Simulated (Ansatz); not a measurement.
**C3H8SiTe: basis-set convergence**

The task here is to estimate one member of a computed series from the others.

Program: Ansatz 0.2.0, Gaussian basis. Level of theory: one geometry, several basis sets. These are calculated values, not measurements.

Plan: PBE0-D4/def2-SVP; ωB97M-V/def2-SVP; PBE0-D4/def2-QZVPP; ωB97M-V/def2-QZVPP; the functionals' def2-TZVPP values are taken from earlier runs.

**The relaxed structure**

All runs share one geometry, relaxed beforehand with PBE0-D4 in a triple-zeta def2 set. Te takes the def2 core potential; no spin-orbit term is included.

SMILES `C=C[Te][SiH2]C`, 13 atoms, charge 0, spin multiplicity 1.

Atoms are counted from 1 here; the program's logs count them from 0.

Bond lengths: C1–C2 1.324 Å, C1–H6 1.086 Å, C1–H7 1.084 Å, C2–Te3 2.105 Å, C2–H8 1.086 Å, Te3–Si4 2.496 Å, Si4–C5 1.867 Å, Si4–H9 1.489 Å, Si4–H10 1.487 Å, C5–H11 1.092 Å, C5–H12 1.094 Å, C5–H13 1.092 Å. Angles: C2–C1–H6 120.6°, C2–C1–H7 122.4°, H6–C1–H7 117.0°, C1–C2–Te3 123.6°, C1–C2–H8 121.2°, Te3–C2–H8 115.1°, C2–Te3–Si4 92.6°, Te3–Si4–C5 112.3°, Te3–Si4–H9 107.9°, Te3–Si4–H10 105.6°, C5–Si4–H9 110.2°, C5–Si4–H10 111.6°, H9–Si4–H10 109.1°, Si4–C5–H11 110.2°, Si4–C5–H12 110.6°, Si4–C5–H13 110.6°, H11–C5–H12 108.4°, H11–C5–H13 108.2° and more.

The first run:

File in.yaml:

```yaml
crystal:
  periodic: [false, false, false]
  atoms:
    - {symbol: C, position_ang: [0.166519, -0.773310, 2.692266]}
    - {symbol: C, position_ang: [0.060136, -1.199676, 1.442891]}
    - {symbol: Te, position_ang: [1.642550, -1.146549, 0.055248]}
    - {symbol: Si, position_ang: [0.197054, -0.171875, -1.730606]}
    - {symbol: C, position_ang: [-0.319362, 1.580538, -1.344940]}
    - {symbol: H, position_ang: [-0.661421, -0.884415, 3.386696]}
    - {symbol: H, position_ang: [1.068713, -0.307219, 3.072960]}
    - {symbol: H, position_ang: [-0.853169, -1.662842, 1.082376]}
    - {symbol: H, position_ang: [-1.003348, -1.040735, -1.873492]}
    - {symbol: H, position_ang: [1.000511, -0.243664, -2.979815]}
    - {symbol: H, position_ang: [-0.847377, 1.617244, -0.389620]}
    - {symbol: H, position_ang: [-0.984317, 1.965972, -2.122801]}
    - {symbol: H, position_ang: [0.553911, 2.231831, -1.276164]}
basis:
  gaussian: {orbitals: def2-SVP}
hamiltonian: {xc: pbe0, dispersion: d4}
output: {orbitals: {seedname: orbitals}}
```

Run with:

```sh
ansatz run in.yaml --threads 2 --pin off --events-out ev --progress --plain --max-ram 32768MiB --backend cpu
```

Steps of the session up to this table: PBE0-D4 in def2-SVP; ωB97M-V in def2-SVP; PBE0-D4 in def2-QZVPP; ωB97M-V in def2-QZVPP.

One table of the session follows, with a row left open; its other results are not shown here.

It belongs to the step «Functionals by basis». 

```
functional       basis  HOMO (eV)
   PBE0-D4    def2-SVP      -5.98
   PBE0-D4  def2-TZVPP      -6.07
   PBE0-D4  def2-QZVPP      -6.09
   ωB97M-V    def2-SVP      -8.00
   ωB97M-V  def2-TZVPP      -8.12
   ωB97M-V  def2-QZVPP          ?
```

**Question.** Estimate the row for ωB97M-V, def2-QZVPP.

**Answer.** HOMO (eV): -8.13. In the column «HOMO (eV)» it is the lowest.
